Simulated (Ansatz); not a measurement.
**C2H3NSi: single points off equilibrium**

The atoms stand at a structure displaced at random from a GFN2-xTB minimum. How far do the functionals agree with CCSD(T) there?

Computed with Ansatz 0.2.0, Gaussian basis. Level: single points in def2-TZVPP.

Correlated methods freeze the cores.

## Step 1: Where the work starts

SMILES `N#CC=[SiH2]`, 7 atoms, charge 0, spin multiplicity 1.

Atoms are counted from 1 here; the program's logs count them from 0.

Bond lengths: N1–C2 1.132 Å, C2–C3 1.426 Å, C3–Si4 1.875 Å, C3–H5 1.014 Å, Si4–H6 1.587 Å, Si4–H7 1.499 Å. Angles: N1–C2–C3 168.3°, C2–C3–Si4 127.8°, C2–C3–H5 118.8°, Si4–C3–H5 113.2°, C3–Si4–H6 119.5°, C3–Si4–H7 126.8°, H6–Si4–H7 111.8°.

Coordinates:

```xyz
7

N     1.1119   -2.3749    0.8621
C     0.8922   -1.2652    0.8214
C     0.5048    0.0709    0.5077
Si   -0.6895    0.6407   -0.8213
H     0.8413    0.8274    1.0935
H    -1.0068    2.1877   -0.9748
H    -1.6836   -0.2067   -1.5572
```

## Step 2: CCSD(T)/def2-TZVPP

run/in.yaml reads:

```yaml
crystal:
  periodic: [false, false, false]
  atoms:
    - {symbol: N, position_ang: [1.111900, -2.374900, 0.862100]}
    - {symbol: C, position_ang: [0.892200, -1.265200, 0.821400]}
    - {symbol: C, position_ang: [0.504800, 0.070900, 0.507700]}
    - {symbol: Si, position_ang: [-0.689500, 0.640700, -0.821300]}
    - {symbol: H, position_ang: [0.841300, 0.827400, 1.093500]}
    - {symbol: H, position_ang: [-1.006800, 2.187700, -0.974800]}
    - {symbol: H, position_ang: [-1.683600, -0.206700, -1.557200]}
basis:
  gaussian: {orbitals: def2-TZVPP}
correlation: {method: ccsd_t}
output: {forces: true}
```

The command line of these runs was not kept.

## Step 3: PBE0-D4/def2-TZVPP

run/in.yaml: that of step 2 with these lines changed.

```diff
@@ -12,3 +12,3 @@
   gaussian: {orbitals: def2-TZVPP}
-correlation: {method: ccsd_t}
-output: {forces: true}
+hamiltonian: {xc: pbe0, dispersion: d4}
+output: {forces: true, orbitals: {seedname: orbitals}}
```

## Step 4: wB97M-V/def2-TZVPP

run/in.yaml: that of step 3 with these lines changed.

```diff
@@ -12,3 +12,3 @@
   gaussian: {orbitals: def2-TZVPP}
-hamiltonian: {xc: pbe0, dispersion: d4}
-output: {forces: true, orbitals: {seedname: orbitals}}
+hamiltonian: {xc: {name: wB97M-V}}
+output: {forces: true}
```

## Step 5: r2SCAN-D4/def2-TZVPP

run/in.yaml: that of step 4 with these lines changed.

```diff
@@ -12,3 +12,3 @@
   gaussian: {orbitals: def2-TZVPP}
-hamiltonian: {xc: {name: wB97M-V}}
+hamiltonian: {xc: r2scan, dispersion: d4}
 output: {forces: true}
```

## Step 6: PBE-D4/def2-TZVPP

run/in.yaml: that of step 5 with these lines changed.

```diff
@@ -12,3 +12,3 @@
   gaussian: {orbitals: def2-TZVPP}
-hamiltonian: {xc: r2scan, dispersion: d4}
+hamiltonian: {xc: pbe, dispersion: d4}
 output: {forces: true}
```

## Step 7: revPBE-D4/def2-TZVPP

run/in.yaml: that of step 6 with these lines changed.

```diff
@@ -12,3 +12,3 @@
   gaussian: {orbitals: def2-TZVPP}
-hamiltonian: {xc: pbe, dispersion: d4}
+hamiltonian: {xc: {name: revPBE}, dispersion: d4}
 output: {forces: true}
```

## Step 8: r2SCAN0-D4/def2-TZVPP

run/in.yaml: that of step 7 with these lines changed.

```diff
@@ -12,3 +12,3 @@
   gaussian: {orbitals: def2-TZVPP}
-hamiltonian: {xc: {name: revPBE}, dispersion: d4}
+hamiltonian: {xc: {name: r2SCAN0}, dispersion: d4}
 output: {forces: true}
```

(Steps that only read results are left out.)

Before running it: what results should come out? Wanted: energy less free atoms, CCSD(T)/def2-TZVPP; RMS force component; RMS force error; HOMO and LUMO, PBE0-D4; T1 diagnostic.

**Answer**, as computed:

| quantity | value |
| --- | --- |
| energy less free atoms, CCSD(T)/def2-TZVPP | -624.8 kcal/mol |
| RMS force component | 1.763 to 2.188 eV/Å over the methods |
| RMS force error | PBE0-D4 0.360, wB97M-V 0.529, r2SCAN-D4 0.238, PBE-D4 0.314, revPBE-D4 0.347, r2SCAN0-D4 0.513 eV/Å |
| HOMO and LUMO, PBE0-D4 | -7.00 and -2.97 eV |
| T1 diagnostic | 0.019 |

In words: Against CCSD(T) the functionals' energies less atoms differ by -47.2 to -3.0 kcal/mol, PBE-D4 by -47.2 kcal/mol. A larger basis would deepen the CCSD(T) value, while the functionals are nearly converged already, so the order here is not reliable. For forces r2SCAN-D4 does best and wB97M-V worst. Frozen-core CCSD(T) forces in triple zeta carry basis errors of their own, and this is one geometry, so small gaps rank nothing. The restricted Hartree–Fock reference is unstable towards an unrestricted one at one or more of these structures.
